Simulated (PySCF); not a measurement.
# AsH3 (arsine): a chain of runs

Wanted: a series of 19 runs (PBE0-D4/def2-TZVP, CCSD(T)/def2-TZVPP, RI-MP2/def2-QZVPP, PBE-D4/def2-TZVPP, r2SCAN-D4/def2-TZVPP, B3LYP-D4/def2-TZVPP, PBE0-D4/def2-TZVPP, wB97M-V/def2-TZVPP, and more) of AsH3. Input form: a Python script.

The results are computed with PySCF 2.14.0.

1 further run of the same task is left out (for a faulty analytic Hessian).

**1. Starting point**

AsH3: 4 atoms, total charge 0, spin state singlet. As SMILES, `[AsH3]`. All atoms were displaced at random from a relaxed shape. The run starts from this shape.

Bond lengths: As1–H2 1.551 Å, As1–H3 1.500 Å, As1–H4 1.499 Å. Angles: H2–As1–H3 89.6°, H2–As1–H4 92.8°, H3–As1–H4 92.0°.

**2. A geometry optimisation at PBE0-D4/def2-TZVP (density fitting with def2-universal-jkfit) (run 1)**

File input.xyz:

```xyz
4
AsH3
As    -0.236938     0.464056    -0.400178
H      0.302186     0.652595     1.042154
H     -1.053784    -0.703356     0.069698
H      0.904717    -0.425307    -0.790039
```

File calc.py:

```python
from pyscf import gto, dft
from pyscf.geomopt.geometric_solver import kernel as optimise

molecule = gto.Mole()
molecule.atom = 'input.xyz'
molecule.verbose = 3
molecule.basis = 'def2-tzvp'
molecule.charge = 0
molecule.max_memory = 1860
molecule.build()

mf = dft.RKS(molecule)
mf.xc = 'pbe0'
mf = mf.density_fit(auxbasis='def2-universal-jkfit')
mf.conv_tol = 1e-09
mf.disp = 'd4'
mf.max_cycle = 100
mf.grids.level = 4
converged, mol_eq = optimise(mf, maxsteps=100)
print('converged:', converged)
print(mol_eq.tostring())

mf.reset(mol_eq)
molecule = mol_eq
mf.kernel()
e_final = mf.e_tot
print(f'total energy: {e_final:.8f} hartree')
```

Launch:

```
$ OMP_NUM_THREADS=1 python calc.py
```

Log:

```text
maxiter                   100
----------------------------------------------------------
Custom engine selected.
Bonds will be generated from interatomic distances less than 1.20 times sum of covalent radii
12 internal coordinates being used (instead of 12 Cartesians)
Internal coordinate system (atoms numbered from 1):
Distance 1-2
Distance 1-3
Distance 1-4
Angle 2-1-3
Angle 2-1-4
Angle 3-1-4
Translation-X 1-4
Translation-Y 1-4
Translation-Z 1-4
Rotation-A 1-4
Rotation-B 1-4
Rotation-C 1-4
> ===== Optimization Info: ====
> Job type: Energy minimization
> Maximum number of optimization cycles: 100
> Initial / maximum trust radius (Angstrom): 0.100 / 0.300
> Convergence Criteria:
> Will converge when all 5 criteria are reached:
>  |Delta-E| < 1.00e-06
>  RMS-Grad  < 3.00e-04
>  Max-Grad  < 4.50e-04
>  RMS-Disp  < 1.20e-03
>  Max-Disp  < 1.80e-03
> === End Optimization Info ===

[... 8 lines left out ...]
WARN: Mole.unit (angstrom) is changed to Bohr
[... 1 line left out ...]
converged SCF energy = -2237.38513945131
[... 8 lines left out ...]
Step    0 : Gradient = 1.103e-02/1.561e-02 (rms/max) Energy = -2237.3851394513
[... 9 lines left out ...]
converged SCF energy = -2237.38589429409
[... 18 lines left out ...]
converged SCF energy = -2237.38591287453
[... 18 lines left out ...]
converged SCF energy = -2237.38591299232
[... 10 lines left out ...]
Converged! =D
[... 1 line left out ...]
converged: True
As         -0.24286485        0.47238617       -0.37856626
H           0.31936819        0.65978025        1.02295858
H          -1.07947462       -0.72083925        0.05940981
H           0.91917163       -0.42335684       -0.78214491
converged SCF energy = -2237.38591299233
total energy: -2237.38591299 hartree
```

It took 16 s on 1 thread of Arm Neoverse V2, shared host; peak memory 0.68 GiB.

Steps, from the record of the run:

```csv
step,energy from the first frame kept (eV),largest force (eV/Å)
0,0.0000,0.8029
1,-0.0205,0.1240
2,-0.0210,0.0111
3,-0.0210,0.0012
```

After the run. Bond lengths: As1–H2 1.522 Å, As1–H3 1.522 Å, As1–H4 1.522 Å. Angles: H2–As1–H3 92.0°, H2–As1–H4 92.0°, H3–As1–H4 92.0°.

**3. A single-point energy at CCSD(T)/def2-TZVPP (run 3)**

File run.py:

```python
from pyscf import gto, scf, cc

molecule = gto.Mole()
molecule.atom = '''
As    -0.458948     0.892680    -0.715386
H      0.603518     1.246804     1.933112
H     -2.039912    -1.362188     0.112269
H      1.736983    -0.800029    -1.478040
'''
molecule.verbose = 3
molecule.max_memory = 1860
molecule.basis = 'def2-tzvpp'
molecule.charge = 0
molecule.unit = 'bohr'
molecule.build()

mf = scf.RHF(molecule)
mf.conv_tol = 1e-10
mf.kernel()
if not mf.converged:
    mf = mf.newton().run(mf.mo_coeff, mf.mo_occ)

mycc = cc.CCSD(mf, frozen=9)
mycc.kernel()
e_t = mycc.ccsd_t()
energy = mycc.e_tot + e_t
print(f'total energy: {energy:.8f} hartree')
```

Launch:

```
$ OMP_NUM_THREADS=1 python run.py
```

Log:

```text
converged SCF energy = -2235.93112871321
E(CCSD) = -2236.235969200767  E_corr = -0.3048404875584914
CCSD(T) correction = -0.00971285455733655
total energy: -2236.24568206 hartree
```

Run time: 19 s. Hardware: 1 thread of Arm Neoverse V2, shared host; peak memory 0.42 GiB.

Runs 4 to 10 aren't shown in full; the table further down has their settings and results.

**4. The energy at SVWN5/def2-TZVPP (run 11)**

File mol.xyz:

```xyz
4
AsH3
As    -0.242865     0.472386    -0.378566
H      0.319368     0.659780     1.022959
H     -1.079475    -0.720839     0.059410
H      0.919172    -0.423357    -0.782145
```

File calc.py:

```python
# [AsH3]
from pyscf import gto, dft

mol = gto.M(
    atom='mol.xyz',
    basis='def2-tzvpp',
    verbose=3,
    max_memory=1860,
)

myscf = dft.RKS(mol, xc='svwn')
myscf.grids.level = 5
myscf.conv_tol = 1e-10
myscf.kernel()
if not myscf.converged:
    myscf = myscf.newton().run(myscf.mo_coeff, myscf.mo_occ)

etot = myscf.e_tot
print('Final energy', etot)
```

Launch:

```
$ OMP_NUM_THREADS=1 python calc.py
```

Log:

```text
converged SCF energy = -2234.3506070207
Final energy -2234.350607020699
```

Run time: 4.2 s. Hardware: 1 thread of Arm Neoverse V2, shared host; peak memory 0.28 GiB.

Runs 12 to 19 aren't shown in full; the table further down has their settings and results.

**5. The doublet cation: a single-point energy at UB3LYP/6-31G(d) (spherical functions) (run 20)**

File input.py:

```python
from pyscf import gto, dft

mol = gto.Mole()
mol.atom = '''
As    -0.458948     0.892680    -0.715386
H      0.603518     1.246804     1.933112
H     -2.039912    -1.362188     0.112269
H      1.736983    -0.800029    -1.478040
'''
mol.spin = 1
mol.basis = '6-31g*'
mol.verbose = 3
mol.unit = 'bohr'
mol.charge = 1
mol.max_memory = 1860
mol.build()

mf = dft.UKS(mol, xc='b3lyp')
mf.conv_tol = 1e-10
mf.grids.level = 5
mf.kernel()
if not mf.converged:
    mf = mf.newton().run(mf.mo_coeff, mf.mo_occ)

e_final = mf.e_tot
print(f'total energy: {e_final:.8f} hartree')
```

Launch:

```
$ OMP_NUM_THREADS=1 python input.py
```

Log:

```text
converged SCF energy = -2237.0271507023  <S^2> = 0.75104154  2S+1 = 2.0010413
total energy: -2237.02715070 hartree
```

Run time: 5.4 s. Hardware: 1 thread of Arm Neoverse V2, shared host; peak memory 0.25 GiB.

**6. Overview of the runs**

```csv
run,level,task,integral approximation,partner,energy (Eh),dipole moment (D) of the reference,HOMO energy (eV),LUMO energy (eV),wall time
1,PBE0-D4/def2-TZVP (density fitting with def2-universal-jkfit),optimise,def2-universal-jkfit,base,-2237.385913,0.34,-7.81,0.68,16 s
3,CCSD(T)/def2-TZVPP,energy,none,base,-2236.245682,0.32,-10.37,3.68,19 s
4,RI-MP2/def2-QZVPP (density fitting with def2-universal-jkfit),energy,def2-universal-jkfit,base,-2236.546197,0.34,-10.41,2.67,2.3 s
5,PBE-D4/def2-TZVPP,energy,none,base,-2237.318584,0.29,-6.69,-0.18,7.2 s
6,r2SCAN-D4/def2-TZVPP,energy,none,base,-2237.650245,0.37,-6.98,0.10,14 s
7,B3LYP-D4/def2-TZVPP,energy,none,base,-2237.713232,0.23,-7.63,0.42,6.9 s
8,PBE0-D4/def2-TZVPP,energy,none,base,-2237.386658,0.34,-7.81,0.68,7.5 s
9,wB97M-V/def2-TZVPP,energy,none,base,-2237.521272,0.26,-10.00,2.57,28 s
10,B2PLYP/def2-TZVPP,energy,none,base,-2237.283996,0.27,-8.76,1.84,7.5 s
11,SVWN5/def2-TZVPP,energy,none,base,-2234.350607,0.40,-6.79,-0.31,4.2 s
12,M06-2X/def2-TZVPP,energy,none,base,-2237.662047,0.35,-8.88,1.49,14 s
13,B3LYP/6-31G* (spherical functions),energy,none,base,-2237.412872,0.57,-7.54,0.68,3 s
14,HF/STO-3G,energy,none,base,-2211.007989,0.84,-7.91,11.10,0.69 s
15,UCCSD(T)/def2-TZVPP,energy,none,cation,-2235.863147,–,-20.29,-8.56,90 s
16,UPBE-D4/def2-TZVPP,energy,none,cation,-2236.936161,–,-15.67,-14.08,12 s
17,UB3LYP-D4/def2-TZVPP,energy,none,cation,-2237.325526,–,-16.67,-13.44,14 s
18,UPBE0-D4/def2-TZVPP,energy,none,cation,-2237.004208,–,-16.98,-12.94,14 s
19,U-wB97M-V/def2-TZVPP,energy,none,cation,-2237.138959,–,-19.08,-10.84,49 s
20,UB3LYP/6-31G* (spherical functions),energy,none,cation,-2237.027151,–,-16.70,-13.45,5.4 s
```

**7. Outcome**

| quantity | value |
| --- | --- |
| doublet cation, run 20: total energy | -2237.02715 Eh |
| doublet cation, run 20: HOMO energy (highest over α and β) | -16.70 eV |
| doublet cation, run 20: LUMO energy (lowest over α and β) | -13.45 eV |
| doublet cation, run 20: ⟨S²⟩ | 0.751 |
| vertical ionisation energy (to the doublet cation), CCSD(T)/def2-TZVPP | 10.409 eV |
| vertical ionisation energy (to the doublet cation), PBE-D4/def2-TZVPP | 10.406 eV |
| vertical ionisation energy (to the doublet cation), B3LYP-D4/def2-TZVPP | 10.550 eV |
| vertical ionisation energy (to the doublet cation), PBE0-D4/def2-TZVPP | 10.407 eV |
| vertical ionisation energy (to the doublet cation), wB97M-V/def2-TZVPP | 10.403 eV |
| vertical ionisation energy (to the doublet cation), B3LYP/6-31G* | 10.496 eV |

What this shows: At CCSD(T)/def2-TZVPP: removing an electron at fixed nuclei costs 10.41 eV (240 kcal/mol). At PBE-D4/def2-TZVPP: removing an electron at fixed nuclei costs 10.41 eV (240 kcal/mol). −ε(HOMO) before ionisation, 6.69 eV, is 3.72 eV below this ionisation energy. At B3LYP-D4/def2-TZVPP: the vertical ionisation energy comes to 10.55 eV (243 kcal/mol). The negative HOMO energy of the first species, 7.63 eV, lies 2.92 eV below that difference. At PBE0-D4/def2-TZVPP: removing an electron at fixed nuclei costs 10.41 eV (1004 kJ/mol). Totals of different functionals can't be ranked against each other. In run 14 the basis is minimal, so the values are rough. All runs together took 5.2 min, the longest 90 s.
